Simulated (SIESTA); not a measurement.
# MgGe2 under changes of volume

One of the cells (20.863 Å³/atom); the others are scaled copies at fixed shape and fractional positions:

```xyz
6
Lattice="5.5581 -1.8621 0.0000 5.5581 1.8621 0.0000 -3.2389 0.0000 6.0476" Properties=species:S:1:pos:R:3 pbc="T T T"
Ge    4.9320    0.0000    1.7757
Ge    2.9452    0.0000    4.2719
Ge    6.5947    0.0000    5.9595
Ge    1.2824    0.0000    0.0881
Mg    7.9316    0.0000    2.1121
Mg   -0.0544    0.0000    3.9354
```

The cell comes from a database or a generator and needn't be the stable form of this composition.

```yaml
Program: SIESTA 5.4.2
Functional: PBEsol
Potentials_or_basis: PseudoDojo 0.4 standard (PBEsol files)
Basis: DZP (energy shift 0.003 Ry; two zetas on semicore shells)
Grid_cutoff: 800 Ry
Energy_shift: 0.003 Ry
k_mesh: 8 × 8 × 5
Occupations: fermi-dirac, width 0.05 eV
Spin: no spin polarisation
```

```tsv
volume (Å³/atom)	energy over the lowest point (meV/atom)	pressure (GPa)	largest force (eV/Å)
19.227	?	?	?
19.636	1.18	1.1	0.276
20.045	0.00	-0.1	0.198
20.863	6.59	-2.3	0.146
21.272	13.60	-3.2	0.152
21.682	22.87	-4.1	0.168
```

**Question.** What does the run at 19.227 Å³/atom give?

**Answer.** Energy over the lowest point 5.52 meV/atom; pressure 2.4 GPa; largest force 0.368 eV/Å.

Worked out: A Birch-Murnaghan fit of order 3 (a polynomial in V^(-2/3)) to the other rows has its minimum at 19.99 Å³/atom with B0 = V·E''(V) = 60 GPa and B' = 4.8 at fixed shape and positions, which overstates the stiffness. It gives 5.81 meV/atom at 19.227 Å³/atom, against the run's 5.52, and -dE/dV = 2.5 GPa, against 2.4.

Energies are extrapolated to zero smearing.

Caveats: the basis of atomic orbitals isn't converged, which shifts pressures, moduli and gaps.
